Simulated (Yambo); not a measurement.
# TiB2 (P6/mmm) in Yambo: a series of runs

One crystal, TiB2, is run at these levels: PBE, PBEsol; tasks: optical spectrum by the Bethe-Salpeter equation, optical spectrum.

Everything below comes from runs of Yambo 5.3.0. Logs are shortened: lines on timing, memory, paths and dates and some standing lists are left out, and cuts for length are marked.

**1. The structure**

The structure is hexagonal, space group P6/mmm (No. 191). Conventional cell: a = 3.029 Å, b = 3.029 Å, c = 3.228 Å, α = 90.00°, β = 90.00°, γ = 120.00°. Ti (site symmetry 6/mmm) has 12 B at 2.38 Å as nearest neighbours. B (site symmetry -6m2) has 3 B at 1.75 Å as nearest neighbours.

**2. Optical spectrum by the Bethe-Salpeter equation, PBE, non-collinear spin, zero start, spin-orbit coupling**

Input file bse2.in:

```
optics
bse
bss
rim_cut
em1s
RandQpts= 1000000
RandGvec= 50 RL
Chimod= "HARTREE"
% BndsRnXs
 1 | 68 |
%
NGsBlkXs= 5 Ry
% LongDrXs
 1 | 0 | 0 |
%
BSKmod= "SEX"
BSEmod= "retarded"
BSSmod= "d"
% BSEQptR
 1 | 1 |
%
% BSEBands
 13 | 24 |
%
BSENGexx= 20 Ry
BSENGBlk= 5 Ry
% BEnRange
 0 | 20 | eV
%
% BDmRange
 0.1 | 0.1 | eV
%
BEnSteps= 200
% BLongDir
 1 | 0 | 0 |
%
BSEprop= "abs"
WRbsWF
```

Input file scf.in:

```
&CONTROL
  calculation = 'scf'
  prefix = 'pwscf'
  outdir = './tmp'
  pseudo_dir = './pseudo'
/
&SYSTEM
  ibrav = 0
  nat = 3
  ntyp = 2
  ecutwfc = 84
  nbnd = 30
  occupations = 'smearing'
  smearing = 'fd'
  degauss = 0.00367493
  noncolin = .true.
  lspinorb = .true.
  force_symmorphic = .true.
/
&ELECTRONS
  conv_thr = 6d-10
  electron_maxstep = 120
  mixing_beta = 0.5
/
ATOMIC_SPECIES
Ti    47.8670 Ti.upf
B     10.8100 B.upf
CELL_PARAMETERS angstrom
   3.0292000000    0.0000000000    0.0000000000
  -1.5146000000    2.6233641531    0.0000000000
   0.0000000000    0.0000000000    3.2284000000
ATOMIC_POSITIONS crystal
Ti     0.0000000000    0.0000000000    0.0000000000
B      0.6666666667    0.3333333333    0.5000000000
B      0.3333333333    0.6666666667    0.5000000000
K_POINTS automatic
12 12 8 0 0 0
```

Input file nscf.in:

```
&CONTROL
  calculation = 'nscf'
  prefix = 'pwscf'
  outdir = './tmp'
  pseudo_dir = './pseudo'
/
&SYSTEM
  ibrav = 0
  nat = 3
  ntyp = 2
  ecutwfc = 84
  nbnd = 318
  occupations = 'smearing'
  smearing = 'fd'
  degauss = 0.00367493
  noncolin = .true.
  lspinorb = .true.
  force_symmorphic = .true.
/
&ELECTRONS
  conv_thr = 1d-08
  diago_full_acc = .true.
  diago_thr_init = 1d-06
/
ATOMIC_SPECIES
Ti    47.8670 Ti.upf
B     10.8100 B.upf
CELL_PARAMETERS angstrom
   3.0292000000    0.0000000000    0.0000000000
  -1.5146000000    2.6233641531    0.0000000000
   0.0000000000    0.0000000000    3.2284000000
ATOMIC_POSITIONS crystal
Ti     0.0000000000    0.0000000000    0.0000000000
B      0.6666666667    0.3333333333    0.5000000000
B      0.3333333333    0.6666666667    0.5000000000
K_POINTS automatic
3 3 4 0 0 0
```

Potentials or basis: PseudoDojo 0.4 FR PBE standard.

Launch:

```bash
$ OMP_NUM_THREADS=1 pw.x -in scf.in > scf.out
$ OMP_NUM_THREADS=1 pw.x -in nscf.in > nscf.out
$ cd tmp/pwscf.save; p2y; mv SAVE ../..; cd ../..
$ OMP_NUM_THREADS=1 yambo
$ mkdir -p bse2; ln -s $PWD/g0w00/ndb.RIM bse2/
$ OMP_NUM_THREADS=1 yambo -F bse2.in -J bse2 -C bse2_out
$ OMP_NUM_THREADS=1 ypp -J bse2 -C bse2_out -e s -b 1
```

Yambo's report:

```text
[... sections 02.01 to 02.04 as in the set-up run ...]

  [02.05] Energies & Occupations
  ==============================

  [X] === General ===
  [X] Electronic Temperature                        :  0.258606E-1   300.100    [eV K]
  [X] Bosonic    Temperature                        :  0.258606E-1   300.100    [eV K]
  [X] Finite Temperature mode                       : yes
  [X] El. density                                   :  0.70161E+24 [cm-3]
  [X] Fermi Level                                   :  15.55585 [eV]

  [X] === Gaps and Widths ===
  [X] Conduction Band Min                           :  15.55585 [eV]
  [X] Valence Band Max                              :  15.55585 [eV]
  [X] Filled Bands                                  :  16
  [X] Metallic Bands                                :  17  24
  [X] Empty Bands                                   :    25   318

  [X] === Metallic Characters ===
  [X] N of el / N of met el                         :  18.00000   2.12904
  [X] Average metallic occ.                         :  0.133065

  [WARNING] [X] Metallic system

 [03] Transferred momenta grid and indexing
 ==========================================

 [BZ sampling] Q-grid is User defined and/or read from the database

 IBZ Q-points                                      :   9
 BZ  Q-points                                      :   36

 K/Q-points units:
 rlu = crystal or reduced units; cc = cartesian coordinates; iku = interal k-units

 Q [1]          [rlu]:  0.000000  0.000000  0.000000
 Q [2]          [rlu]:  0.000000  0.000000  0.250000
 Q [3]          [rlu]:  0.000000  0.000000 -0.500000
 Q [4]          [rlu]:  0.96884E-17  0.33333       0.0000
 Q [5]          [rlu]:  0.96884E-17  0.33333      0.25000
 Q [6]          [rlu]:  0.96884E-17  0.33333     -0.50000
 Q [7]          [rlu]:  0.333333  0.333333  0.000000
 Q [8]          [rlu]:  0.333333  0.333333  0.250000
 Q [9]          [rlu]:  0.333333  0.333333 -0.500000

  [03.01] X + BSE indexes
  =======================

   [03.01.01] Sigma indexes
   ========================

   [WR./SAVE//ndb.kindx]-----------------------------------------------------------
    Fragmentation                                    : no
    Polarization last K ( bz)                        :   36
    Polarization last K (ibz)                        :   9
    QP states                                        :   1   9
    X grid is uniform                                : yes
    Grids (string)                                   :  X B S
    Grids (int-vector)                               :  1  1  0  1

 [04] Coloumb potential Random Integration (RIM)
 ===============================================

 Summary of Coulomb integrals for non-metallic bands |Q|[au] RIM/Bare

 Q [1] 0.100000E-4 0.968909 * Q [2] 0.257474 0.861584
 Q [4] 0.422475 1.116261 * Q [5] 0.494751 1.054343
 Q [3] 0.514948 0.967603 * Q [6] 0.666076 1.008114
 Q [7] 0.731748 1.037829 * Q [8] 0.775725 1.028387
 Q [9] 0.894778 1.014092

 [05] Dipoles
 ============

  [05.01] Setup: observables and procedures
  =========================================

  [WARNING] [x,Vnl] slows the Dipoles computation. To neglect it rename the ns.kb_pp file
  [WF-Oscillators/G space/Transverse up loader] Normalization (few states)  min/max  :  0.24350E-16   1.0000

  [WR./bse2//ndb.dipoles]---------------------------------------------------------
   Brillouin Zone Q/K grids (IBZ/BZ)                :    9   36    9   36
   RL vectors                                       :  2869 [WF]
   Fragmentation                                    : yes
   Electronic Temperature                           :  300.1000 [K]
   Bosonic    Temperature                           :  300.1000 [K]
   DIP band range                                   :    1   68
   DIP band range limits                            :  24  17
   DIP e/h energy range                             : -1.000000 -1.000000 [eV]
   RL vectors in the sum                            :  2869
   [r,Vnl] included                                 : yes
   Bands ordered                                    : yes
   Direct v evaluation                              : no
   Approach used                                    : G-space v
   Dipoles computed                                 : R V P [G-space]
   Wavefunctions                                    : Perdew, Burke & Ernzerhof(X)+Perdew, Burke & Ernzerhof(C)

  [WARNING] [r,Vnl^pseudo] included in position and velocity dipoles.

  [WARNING] In case H contains other non local terms, these are neglected

 [06] Static Dielectric Matrix
 =============================

 [WR./bse2//ndb.em1s]------------------------------------------------------------
  Brillouin Zone Q/K grids (IBZ/BZ)                :    9   36    9   36
  RL vectors                                       :  2869 [WF]
  Coulomb cutoff potential                         : none
  Fragmentation                                    : yes
  Electronic Temperature                           :  300.1000 [K]
  Bosonic    Temperature                           :  300.1000 [K]
  Static diel. fun.  energies                      : Perdew, Burke & Ernzerhof(X)+Perdew, Burke & Ernzerhof(C)
  wavefunctions                                    : Perdew, Burke & Ernzerhof(X)+Perdew, Burke & Ernzerhof(C)
  Global Gauge                                     : length
  X matrix size                                    :   41
  X band range                                     :    1   68
  X e/h energy range                               : -1.000000 -1.000000 [eV]
  X Time ordering                                  : R
  X Hxc Kernel                                     : HARTREE
  X Drude frequency                                :  0.000000  0.000000
  X poles                                          :  100.0000 [o/o]
  RL vectors in the sum                            :  2869
  [r,Vnl] included                                 : yes
  Field direction                                  :  0.100000E-4   0.00000      0.00000
  BZ energy Double Grid                            : no
  BZ energy DbGd points                            : 0
  BZ Q point size factor                           : -1.000000
  X Optical Averaged directions                    : none
 [X-CG] R(p) Tot o/o(of R):    2135   33236     100

 [WARNING] The system is a metal but Drude term not included.
 [WR./bse2//ndb.em1s_fragment_1]-------------------------------------------------
  Current Q-pt index                               :  1
  X energy range                                   :  0.000000  0.000000 eV
  X damping range                                  :  0.001000  0.001000 eV
  Number of frequencies                            :  1
 [X-CG] R(p) Tot o/o(of R):    2869   33228     100
 [WR./bse2//ndb.em1s_fragment_2]-------------------------------------------------
  Current Q-pt index                               :  2
  X energy range                                   :  0.000000  0.000000 eV
  X damping range                                  :  0.001000  0.001000 eV
  Number of frequencies                            :  1
 [X-CG] R(p) Tot o/o(of R):    2135   33224     100
 [X-CG] R(p) Tot o/o(of R):    3467   33208     100
 [X-CG] R(p) Tot o/o(of R):    4610   33208     100
 [X-CG] R(p) Tot o/o(of R):    3469   33208     100
 [X-CG] R(p) Tot o/o(of R):    2801   33208     100
 [X-CG] R(p) Tot o/o(of R):    3738   33208     100
 [X-CG] R(p) Tot o/o(of R):    2804   33208     100

 [07] Bethe Salpeter Equation driver
 ===================================

  [07.01] Bethe Salpeter Equation @q1
  ===================================

   [07.01.01] Transition pre-analysis @q1
   ======================================

   [07.01.02] Transition Groups build-up @q1
   =========================================

   [BSK] Transition groups (total):   9
   [BSK] Size (resonant):  1336
   [BSK]         (total):  1336
   [BSK] N. of matrices :  1

   [07.01.03] Loading Dipoles @q1
   ==============================

   [07.01.04] Independent Particles properties @q1
   ===============================================

   [WARNING] The system is a metal but Drude term not included.

   [07.01.05] BSE Kernel @q1 (Resonant CORRRELATION EXCHANGE)
   ==========================================================

   [BSE] Exchange components :  255
   [BSE] Correlation components :    41   339

    [07.01.05.01] Screened interaction header I/O
    =============================================

    [07.01.05.02] Main kernel loop
    ==============================

    [WR./bse2//ndb.BS_Q1_CPU_0]-----------------------------------------------------
     Brillouin Zone Q/K grids (IBZ/BZ)                :    9   36    9   36
     RL vectors                                       :  2869 [WF]
     Coulomb cutoff potential                         : none
     Parallel CPUs
     Parallel Roles
     Fragmentation                                    : no
     BS kernel          wavefunctions                 : Perdew, Burke & Ernzerhof(X)+Perdew, Burke & Ernzerhof(C)
     Static diel. fun.  energies                      : Perdew, Burke & Ernzerhof(X)+Perdew, Burke & Ernzerhof(C)
     wavefunctions                                    : Perdew, Burke & Ernzerhof(X)+Perdew, Burke & Ernzerhof(C)
     [K] Identifier                                   :   9499
     [K] Dimension                                    :  1336
     [K] Bands                                        :  13  24
     [K] Exchange                                     : yes [res]
     [K] Correlation                                  : yes [res]
     [K] Kernel`s coupling                            : no
     [K] Exchange                                     : no [cpl]
     [K] Correlation                                  : no [cpl]
     [K] W interaction is bare                        : no
     [K] ALDA kernel in R-space                       : no
     [K] RL vectors                                   :  255 [exchange]
     [K] RL vectors                                   :   41 [correlation]
     [K] E/h energy range                             : -1.000000 -1.000000 [eV]
     [K] Coupling range                               :  100.0000  100.0000 [o/o]
     [W] Interaction is diagonal                      : no
     [W] Matrix size                                  :   41
     [W] Bands                                        :    1   68
     [W] e/h energy range                             : -1.000000 -1.000000 [eV]
     [W] Poles                                        :  100.0000 [o/o]
     [W] RL vectors in the sum                        :  2869
     [W] [r,Vnl] included                             : yes
     [W] Field direction                              :  0.100000E-4   0.00000      0.00000
     [W] Coulomb Cutoff                               : none
     [W] Hxc Kernel                                   : HARTREE
     [RIM] RL components                              :   53 [col]
     [RIM] Random points                              :  1000000 [col]
     [SOC] Perturbative SOC                           : no
     [K] Kernel long-range exchange                   : BAR

    [07.01.05.03] Wave-Function Phases
    ==================================

    [BSE] WF phases found       :  19.13580 [o/o]

   [07.01.06] BSE solver(s) @q1
   ============================

   [07.01.07] Diago Solver @q1
   ===========================

   [WR./bse2//ndb.BS_diago_Q1]-----------------------------------------------------
    BS kernel          energies                      : Perdew, Burke & Ernzerhof(X)+Perdew, Burke & Ernzerhof(C)
    [K] Identifier                                   :   9499
    [K] Dimension                                    :  1336
    [K] Bands                                        :  13  24
    [K] Exchange                                     : yes [res]
    [K] Correlation                                  : yes [res]
    [K] Kernel`s coupling                            : no
    [K] Exchange                                     : no [cpl]
    [K] Correlation                                  : no [cpl]
    [K] W interaction is bare                        : no
    [K] ALDA kernel in R-space                       : no
    [K] RL vectors                                   :  255 [exchange]
    [K] RL vectors                                   :   41 [correlation]
    [K] E/h energy range                             : -1.000000 -1.000000 [eV]
    [K] Coupling range                               :  100.0000  100.0000 [o/o]
    [W] Interaction is diagonal                      : no
    [W] Matrix size                                  :   41
    [W] Bands                                        :    1   68
    [W] e/h energy range                             : -1.000000 -1.000000 [eV]
    [W] Poles                                        :  100.0000 [o/o]
    [W] RL vectors in the sum                        :  2869
    [W] [r,Vnl] included                             : yes
    [W] Field direction                              :  0.100000E-4   0.00000      0.00000
    [W] Coulomb Cutoff                               : none
    [W] Hxc Kernel                                   : HARTREE
    [RIM] RL components                              :   53 [col]
    [RIM] Random points                              :  1000000 [col]
    [SOC] Perturbative SOC                           : no
    [K] Kernel long-range exchange                   : BAR
    [BSS] Eigenstates included                       : yes
    [BSS] Field direction                            :  0.100000E-4   0.00000      0.00000
    [BSS] Eigenstates computed                       :  1336
    [BSS] Number of BSE matrices                     :  1
```

Run time: 3.2 min. Hardware: 1 thread of Intel Xeon 6975P-C (Granite Rapids), shared host; peak memory 0.39 GiB.

Results:

```
Band gap on the k mesh, mean-field level : none (metal or under the smearing width)
```

Dielectric function (along the field direction of the input):
| energy (eV) | real part | imaginary part |
| --- | --- | --- |
| 0.30 | -146.48 | 412.25 |
| 0.90 | -26.47 | 8.86 |
| 1.41 | -4.13 | 2.48 |
| 1.91 | 5.30 | 1.79 |
| 2.41 | 19.37 | 9.02 |
| 2.91 | -3.41 | 4.41 |
| 3.42 | 11.05 | 8.22 |
| 3.92 | 2.71 | 4.51 |
| 4.42 | -7.17 | 13.16 |
| 4.92 | 3.56 | 8.27 |
| 5.43 | -10.85 | 18.14 |
| 5.93 | -8.27 | 1.76 |
| 6.43 | -3.40 | 0.69 |
| 6.93 | 0.34 | 1.25 |
| 7.44 | -5.92 | 16.92 |
| 7.94 | -5.10 | 0.75 |
| 8.44 | -2.99 | 0.27 |
| 8.94 | -1.96 | 0.19 |
| 9.45 | -1.48 | 0.34 |
| 9.95 | -0.69 | 1.90 |
| 10.45 | -1.42 | 0.15 |
| 10.95 | -0.96 | 0.07 |
| 11.46 | -0.69 | 0.04 |
| 11.96 | -0.49 | 0.03 |
| 12.46 | -0.34 | 0.03 |
| 12.96 | -0.21 | 0.02 |
| 13.47 | -0.10 | 0.02 |
| 13.97 | 0.00 | 0.02 |
| 14.47 | 0.08 | 0.02 |
| 14.97 | 0.15 | 0.01 |
| 15.48 | 0.21 | 0.01 |
| 15.98 | 0.26 | 0.01 |
| 16.48 | 0.31 | 0.01 |
| 16.98 | 0.36 | 0.01 |
| 17.49 | 0.40 | 0.01 |
| 17.99 | 0.43 | 0.01 |
| 18.49 | 0.47 | 0.01 |
| 18.99 | 0.50 | 0.01 |
| 19.50 | 0.53 | 0.01 |
| 20.00 | 0.55 | 0.00 |

Caveat: the k mesh is coarse (spacing up to 0.80 Å⁻¹), so the values aren't converged; the intraband (Drude) term of the metal is left out; the optical matrix elements of this version leave out the spin-flip part of the nonlocal potential, a small error; the ground state has no gap, which makes the many-body step unreliable; the transitions start from uncorrected Kohn-Sham levels, so peaks lie too low; exciton energies and binding change strongly with the k mesh and aren't converged on this one; spectra need much finer meshes, so this one isn't converged.

(Part 1 of 3 ends here.)
